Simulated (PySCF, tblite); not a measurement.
**C₄H₁₄BN₂P: geometry, infrared bands and NMR shifts**

What infrared bands and NMR shifts should C₄H₁₄BN₂P (`C=C(CNC)[B@H-]([NH3+])P`) show?

Programs: tblite 0.8.0 and PySCF 2.14.0, with density-fitted response routines of our own. Each step states its level of theory. These are calculated values for one molecule in the gas phase, unless marked as measured. Atoms count from 0, in the outputs and in this text.

**1. Starting geometry**

22 atoms, charge 0, multiplicity 1; geometry from: force field or distance geometry start.

Bonds of the start (Å): C0–C1 1.35, C1–C2 1.50, C2–N3 1.42, N3–C4 1.40, C1–B5 1.55, B5–N6 1.54, B5–P7 1.90, C0–H8 1.08, C0–H9 1.06, C2–H10 1.11, C2–H11 1.13, N3–H12 0.99, C4–H13 1.13, C4–H14 1.12, C4–H15 1.12, B5–H16 1.20, N6–H17 1.03, N6–H18 1.06, N6–H19 1.03, P7–H20 1.47, P7–H21 1.46.

**2. Geometry optimisation with GFN2-xTB**

The job: settings as JSON, then the geometry in Å.

```
{"job": {"kind": "relax", "xc": "GFN2-xTB", "basis": "xTB"}, "charge": 0, "multiplicity": 1}
C      0.312800     1.354200     1.507800
C      0.045000     0.351200     0.647900
C      0.884500    -0.886100     0.761500
N      1.543300    -1.071100    -0.488000
C      2.559500    -0.179600    -0.856800
B     -1.085200     0.465600    -0.413600
N     -2.425000     0.748200     0.294600
P     -1.260300    -1.027300    -1.583300
H     -0.253600     2.279100     1.490600
H      1.088800     1.207100     2.219600
H      1.559200    -0.722100     1.632500
H      0.271300    -1.789500     1.051500
H      1.224600    -1.807600    -1.074700
H      2.627600    -0.109600    -1.987000
H      2.385200     0.860100    -0.468400
H      3.579700    -0.492200    -0.526600
H     -0.840200     1.446300    -1.059600
H     -2.367800     1.601200     0.872400
H     -2.733500    -0.096200     0.864300
H     -3.144800     0.924500    -0.427100
H     -2.440200    -0.789700    -2.422200
H     -1.541200    -2.246900    -0.837700
```

Command:

```
OMP_NUM_THREADS=1 python probes_run.py task.json out
```

One launch serves the whole session: the jobs run in the order shown.

**Question.** This job is followed by: GFN2-xTB harmonic vibrations, gas phase; GIAO PBE0/pcSseg-1 NMR shielding, non-relativistic, gas phase. What will the session give for the following? strongest single infrared mode (GFN2-xTB); zero-point energy (GFN2-xTB); 13C shifts against TMS (PBE0/pcSseg-1); 1H shifts against TMS (PBE0/pcSseg-1, means over atoms taken as alike); 15N shifts against NH3 (PBE0/pcSseg-1); 11B shifts against BF3·OEt2 (PBE0/pcSseg-1); 31P shifts against H3PO4 (PBE0/pcSseg-1).

As calculated:

```
                                                              quantity                                                     value
                             strongest single infrared mode (GFN2-xTB)                                     2274 cm⁻¹, 295 km/mol
                                          zero-point energy (GFN2-xTB)                                            114.3 kcal/mol
                                13C shifts against TMS (PBE0/pcSseg-1)                              176.0, 112.1, 66.3, 37.0 ppm
1H shifts against TMS (PBE0/pcSseg-1, means over atoms taken as alike)  5.28, 4.35, 4.06, 3.34, 2.98, 2.90, 2.42, 0.88, 0.62 ppm
                                15N shifts against NH3 (PBE0/pcSseg-1)                                            64.1, 40.7 ppm
                           11B shifts against BF3·OEt2 (PBE0/pcSseg-1)                                                 -17.7 ppm
                              31P shifts against H3PO4 (PBE0/pcSseg-1)                                                -212.6 ppm
```

**Reading.** The optimisation took 218 steps and gained 1.273 eV; among the close pairs (by a distance rule), B5–N6 changed most, from 1.542 to 1.636 Å. No mode is imaginary among the 60: a minimum at this level. The strongest single mode, at 2274 cm⁻¹, moves mainly H21 and H20. GFN2-xTB is a fitted tight-binding method: band positions and strengths are rough. Its intensities can rank the bands wrongly. At PBE0/pcSseg-1: The largest span, 276 ppm, is at C1, where the paramagnetic term is -253 ppm.
